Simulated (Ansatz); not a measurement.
# LaF4: the cost of one run

Method: DFT PBE, scalar-relativistic, plane waves, PAW, in Ansatz 0.2.0.

**1. The starting structure**

Symmetry: I4/m, No. 87, tetragonal system. Conventional cell: a = 6.032 Å, b = 6.032 Å, c = 3.733 Å, α = 90.00°, β = 90.00°, γ = 90.00°. Around La (site symmetry 4/m) lie 12 F at 2.67 to 2.70 Å. F (site symmetry m) is surrounded by 3 La at 2.67 to 2.70 Å and 9 F at 2.67 to 2.70 Å.

Structure file:

```
La F
1.0
    -3.01609    3.01609    1.86663
     3.01609   -3.01609    1.86663
     3.01609    3.01609   -1.86663
La F
1 4
Direct
  0.00000 0.00000 0.00000
  0.40000 0.20000 0.60000
  0.20000 0.60000 0.80000
  0.60000 0.80000 0.40000
  0.80000 0.40000 0.20000
```

The cell is invented: species swapped into a database cell of ScAg4 (I4/m, No. 87), with La on the Sc sites and F on the Ag sites. Lengths come from tabulated atomic sizes and are only a guess.

**2. Probe: one point on a coarse mesh**

input.yaml reads:

```yaml
crystal:
  lattice:
    - [-3.01608797, 3.01608797, 1.86663466]
    - [3.01608797, -3.01608797, 1.86663466]
    - [3.01608797, 3.01608797, -1.86663466]
  atoms:
    - { symbol: La, position: [0.0, 0.0, 0.0] }
    - { symbol: F, position: [0.40000001, 0.20000001, 0.60000002] }
    - { symbol: F, position: [0.20000001, 0.59999999, 0.8] }
    - { symbol: F, position: [0.59999999, 0.79999999, 0.39999998] }
    - { symbol: F, position: [0.79999999, 0.40000001, 0.2] }
basis:
  ecutwfc: 420
kpoints:
  mp_grid: { grid: [6, 6, 6] }
hamiltonian:
  xc: pbe
scf:
  occupations: { method: gaussian, width: 0.1 }
  lower_state_search: "off"
output:
  forces: true
  stress: true
  eigenvalues: true
```

Started as:

```sh
$ ansatz run input.yaml --threads 1 --pin off --max-ram 2560MiB --backend cpu --events-out ev --progress --plain --runs-dir out
```

Q: Estimate wall time and peak memory on 1 thread of Arm Neoverse V2, shared host.

About 3.4 s, with a peak of 0.35 GiB.
